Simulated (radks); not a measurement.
**Exchange and kinetic functionals tested on atomic densities: Hg⁷⁺, C³⁺, Be²⁺, Kr**

One table from this session's results is given with a row withheld; the runs are named, their logs left out.

Program: radks (a radial shooting solver on a logarithmic mesh, Libxc functionals) version 1. Level of theory: non-relativistic Kohn-Sham, PBE, spin-polarised, spherical densities, point nucleus; open shells are filled with parallel spins first. These are calculated values, not measurements, unless marked.

**Starting point**

- species: Hg⁷⁺ ([Xe] 4f14 5d5), C³⁺ ([He] 2s1), Be²⁺ ([He]), Kr ([Kr])

Set-up of the first run:

Input:

```text
Z 80
configuration [Xe] 4f14 5d5
relativity non-relativistic
functional pbe,pbe
spin polarised
nucleus point
```

Steps of the session up to this table: Hg⁷⁺, [Xe] 4f14 5d5.

One of the session's tables, all rows but one given; the rest of the session is left out.

It belongs to the step «Hg⁷⁺, [Xe] 4f14 5d5». Sizes of the orbitals, from the radial functions (bohr):

```
  level     <r>  outermost maximum (interpolated)  90 % within  nodes
  4f up  0.4700                             0.361        0.747      0
4f down  0.4682                             0.361        0.743      0
  5s up  0.9755                             0.908         1.38      4
5s down  0.9709                             0.903         1.38      4
  5p up       ?                                 ?            ?      ?
5p down   1.035                             0.949         1.48      3
  5d up   1.218                              1.09         1.77      2
5d down   1.223                              1.08         1.79      2
```

Estimate the missing values for 5p up.

The run gave: <r>: 1.038; outermost maximum (interpolated): 0.955; 90 % within: 1.48; nodes: 3. In the column «<r>» it lies between 5p down (1.035) and 5d up (1.218).
